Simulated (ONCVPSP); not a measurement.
**An ONCV potential for cobalt, from input to tests**

Task: generate the file, and judge it by its errors in other configurations, its logarithmic derivatives, its ghosts and its cutoff.

Program: ONCVPSP 4.0.1.1 (patched build). Reference atom: LDA (Perdew-Wang 92), scalar-relativistic, spherical and spin-unpolarised. All values are calculated.

## Step 1: Settings

Typed settings, in words:

```json
{
  "element": "cobalt (Co, Z = 27)",
  "type": "optimised norm-conserving Vanderbilt (ONCV)",
  "frozen core": "[Ar]",
  "valence charge": "9",
  "reference configuration": "3d7 4s2",
  "partial waves": "4s: rc 1.85 bohr, ncon 4, nbas 8, qcut 4.3 1/bohr, 2 projectors, debl 0.3 Ha; p scattering state at 0.27 Ha: rc 1.95 bohr, ncon 5, nbas 9, qcut 4.1 1/bohr, 3 projectors, debl 2.4 Ha; 3d: rc 1.10 bohr, ncon 5, nbas 9, qcut 17.3 1/bohr, local",
  "local potential": "the d channel",
  "core correction": "Teter function, fcfact 3.25, rcfact 1.55"
}
```

The outer shells as boxes (Hund's rule for the drawing; the calculation is spin-unpolarised):

```
[Ar] core
3d [↑↓][↑↓][↑ ][↑ ][↑ ]
4s [↑↓]
```

The nodes and maxima of the atom's own shells, from an earlier all-electron run, set the scale for the radii.

All-electron outer shells of the reference configuration (LDA (PZ), scalar-relativistic, ld1.x):

| shell | level (eV) | outermost node (bohr) | outermost maximum (bohr) |
| --- | --- | --- | --- |
| 3p | -65.51 | 0.28 | 0.68 |
| 3d | -8.46 | – | 0.66 |
| 4s | -5.68 | 0.96 | 2.29 |
| 4p | -1.39 | 1.05 | 3.21 |

## Step 2: Generating the potential

File Co.dat:

```
# ATOM AND REFERENCE CONFIGURATION
# atsym  z   nc   nv     iexc    psfile
  Co 27.00    5    2  -001012      upf
#
#   n    l    f
    1    0    2.00
    2    0    2.00
    2    1    6.00
    3    0    2.00
    3    1    6.00
    3    2    7.00
    4    0    2.00
#
# PSEUDOPOTENTIAL AND OPTIMIZATION
# lmax
    2
#
#   l,   rc,      ep,       ncon, nbas, qcut
    0    1.85    0.00    4    8    4.30
    1    1.95    0.27    5    9    4.10
    2    1.10    0.00    5    9   17.30
#
# LOCAL POTENTIAL
# lloc, lpopt,  rc(5),   dvloc0
    2    5    1.10    0.00
#
# VANDERBILT-KLEINMAN-BYLANDER PROJECTORs
# l, nproj, debl
    0    2    0.30
    1    3    2.40
    2    0    1.70
#
# MODEL CORE CHARGE
# icmod, fcfact, rcfact
    3    3.25    1.55
#
# LOG DERIVATIVE ANALYSIS
# epsh1, epsh2, depsh
   -2.00    5.00    0.02
#
# OUTPUT GRID
# rlmax, drl
    6.00    0.01
#
# TEST CONFIGURATIONS
# ncnf
    4
# nvcnf
#   n    l    f
    2
    3    2    7.00
    4    0    1.00
#
    2
    3    2    7.00
    4    0    0.00
#
    2
    3    2    6.00
    4    0    0.00
#
    2
    3    2    7.50
    4    0    1.50
#
```

Started as:

```bash
$ oncvpsp.x < Co.dat > Co.out
```

**Question.** What will these runs give? Wanted: cutoffs for 1 and 0.1 mHa per electron, occupied waves; bound ghosts; GHOST(+) flags; largest test error; largest phase difference near zero energy, channels read; rms error of d²Exc/dn², without and with the model core.

**Answer**, as computed:

| quantity | value |
| --- | --- |
| cutoffs for 1 and 0.1 mHa per electron, occupied waves | 99 Ha and 114 Ha |
| bound ghosts | s at -85.70 eV, p at -59.07 eV, p at -34.97 eV |
| GHOST(+) flags | s at 185 eV, p at 1321 eV |
| largest test error (AE − PS) | -83 meV, for 3d7 4s0 (1 test unsolved) |
| largest phase difference near zero energy, channels read | 0.004 rad |
| rms error of d²Exc/dn², without and with the model core | 11.74 and 5.83 mHa |

**Reading.** A bound ghost (s, p) makes it unfit for use: electrons can fall into a state that the atom doesn't have. The worst unpolarised test, 3d7 4s0, is off by 83 meV on 26.4 eV; by total energies transferability rates as fair where solved. Of the tests 1 gave no usable energy difference, which is a warning in itself. The potential is very hard: the looser tolerance needs 99 Ha. At the looser tolerance the 3d wave is the slowest; 4s needs 5 Ha. Near zero energy the phases of the channels with partial waves agree within 0.004 rad. The pseudo curves have a pole with no partner nearby in the atom's: p at -1.27 Ha. The program also flags highly localised states, GHOST(+) (s, p).
